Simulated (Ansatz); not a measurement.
# Br₂FHOSi: basis-set convergence

One table from this session's results is given with a row withheld; the runs are named, their logs left out.

Computed with Ansatz 0.2.0, Gaussian basis. Level: one geometry, several basis sets.

Plan: PBE0-D4/def2-SVP; ωB97M-V/def2-SVP; PBE0-D4/def2-QZVPP; ωB97M-V/def2-QZVPP; the functionals' def2-TZVPP values are taken from earlier runs.

**Structure used throughout**

An earlier PBE0-D4 in a triple-zeta def2 set relaxation fixed the geometry.

SMILES `O[Si](F)(Br)Br`, 6 atoms, charge 0, spin multiplicity 1.

Atoms are counted from 1 here; the program's logs count them from 0.

Bond lengths: O1–Si2 1.614 Å, O1–H6 0.960 Å, Si2–F3 1.580 Å, Si2–Br4 2.195 Å, Si2–Br5 2.178 Å. Angles: Si2–O1–H6 118.5°, O1–Si2–F3 111.0°, O1–Si2–Br4 111.3°, O1–Si2–Br5 107.8°, F3–Si2–Br4 106.6°, F3–Si2–Br5 108.1°, Br4–Si2–Br5 112.0°.

Coordinates:

```mol
Br2FHOSi
  3D, bonds by distance, orders not assigned

  6  5  0  0  0  0  0  0  0  0999 V2000
   -0.4110    0.2672    1.2413 O   0  0
    0.2246    0.0409   -0.2251 Si  0  0
    1.6053   -0.7223   -0.1322 F   0  0
   -1.0884   -1.1896   -1.4823 Br  0  0
    0.5928    2.0000   -1.1021 Br  0  0
   -0.8812   -0.4602    1.6543 H   0  0
  1  2  8  0
  2  3  8  0
  2  4  8  0
  2  5  8  0
  1  6  8  0
M  END
```

The first run:

File in.yaml:

```yaml
crystal:
  periodic: [false, false, false]
  atoms:
    - {symbol: O, position_ang: [-0.410982, 0.267210, 1.241342]}
    - {symbol: Si, position_ang: [0.224575, 0.040890, -0.225123]}
    - {symbol: F, position_ang: [1.605330, -0.722339, -0.132222]}
    - {symbol: Br, position_ang: [-1.088434, -1.189644, -1.482303]}
    - {symbol: Br, position_ang: [0.592850, 2.000016, -1.102145]}
    - {symbol: H, position_ang: [-0.881240, -0.460232, 1.654349]}
basis:
  gaussian: {orbitals: def2-SVP}
hamiltonian: {xc: pbe0, dispersion: d4}
output: {orbitals: {seedname: orbitals}}
```

Launch:

```bash
> ansatz run in.yaml --threads 4 --pin off --events-out ev --progress --plain --max-ram 10444MiB
```

Among the steps run: PBE0-D4 in def2-SVP; ωB97M-V in def2-SVP; PBE0-D4 in def2-QZVPP; ωB97M-V in def2-QZVPP.

One table of the session follows, with a row left open; its other results are not shown here.

It belongs to the step «Functionals by basis». 

| functional | basis | HOMO (eV) | LUMO (eV) |
| --- | --- | --- | --- |
| PBE0-D4 | def2-SVP | -8.69 | -0.09 |
| PBE0-D4 | def2-TZVPP | -8.79 | -0.39 |
| PBE0-D4 | def2-QZVPP | -8.81 | -0.52 |
| ωB97M-V | def2-SVP | -10.85 | 1.97 |
| ωB97M-V | def2-TZVPP | ? | ? |
| ωB97M-V | def2-QZVPP | -11.00 | 1.14 |

**Question.** Estimate the row for ωB97M-V, def2-TZVPP.

**Answer.** HOMO (eV): -10.98; LUMO (eV): 1.50. In the column «HOMO (eV)» it lies between ωB97M-V, def2-QZVPP (-11.00) and ωB97M-V, def2-SVP (-10.85).
